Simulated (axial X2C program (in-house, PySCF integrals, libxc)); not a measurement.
# Linear GeNC⁻ at several levels

An exercise on one series of results from a longer session: the logs are not shown, and one member is left open.

The runs use an in-house X2C program for linear molecules on PySCF integrals; all-electron X2C, two-component (2c) or spin-free, Ge dyall-v3z, N dyall-av3z, C dyall-v3z.

All values are calculated.

2 further runs of the same task are left out: 2 set aside as unsound or not needed.

Set-up of the first run:

task.json

```json
{
 "zs": [
  32,
  7,
  6
 ],
 "q": -1,
 "bas": [
  "dyall-v3z",
  "dyall-av3z",
  "dyall-v3z"
 ],
 "r0": [
  1.87,
  1.17
 ],
 "symm": 0,
 "scan": [
  "PBE0",
  "HF",
  "B3LYP"
 ],
 "levels": [
  "PBE0",
  "HF",
  "TPSSh"
 ],
 "nst": 2
}
```

Keys: zs atomic numbers; q charge; bas basis sets; r0 starting distance in Å; symm equal bonds; scan levels of the two-bond scan; levels methods; nst determinants followed.

Launch:

```sh
python solin.py task.json out
```

Masses Ge 73.921, N 14.003, C 12.000 u.

Among the steps run: Scan at PBE0, 2c; Scan at HF, 2c; Scan at B3LYP, 2c.

One of the session's tables, all rows but one given; the rest of the session is left out.

| level | r(Ge–N) (Å) | r(N–C) (Å) | lower stretch (cm⁻¹) | upper stretch (cm⁻¹) |
| --- | --- | --- | --- | --- |
| PBE0, 2c | 1.969 | 1.172 | 355.1 | 2099.6 |
| HF, 2c | 2.014 | 1.149 | 323.3 | 2271.4 |
| B3LYP, 2c | 1.995 | 1.173 | 333.7 | 2072.5 |
| PBE0, spin-free | 1.969 | 1.172 | 355.5 | 2099.6 |
| HF, spin-free | 2.014 | 1.149 | 323.8 | 2271.4 |
| B3LYP, spin-free | ? | ? | ? | ? |

**Question.** Estimate the row for B3LYP, spin-free.

The run gave: r(Ge–N) (Å): 1.995; r(N–C) (Å): 1.173; lower stretch (cm⁻¹): 334.2; upper stretch (cm⁻¹): 2072.5.

Scans not shown above were run alike.

To keep in mind: For an anion the highest level of a functional can be positive, and the basis then holds the extra electron. The molecule was held linear; bending was not examined, so a bent shape may lie lower.
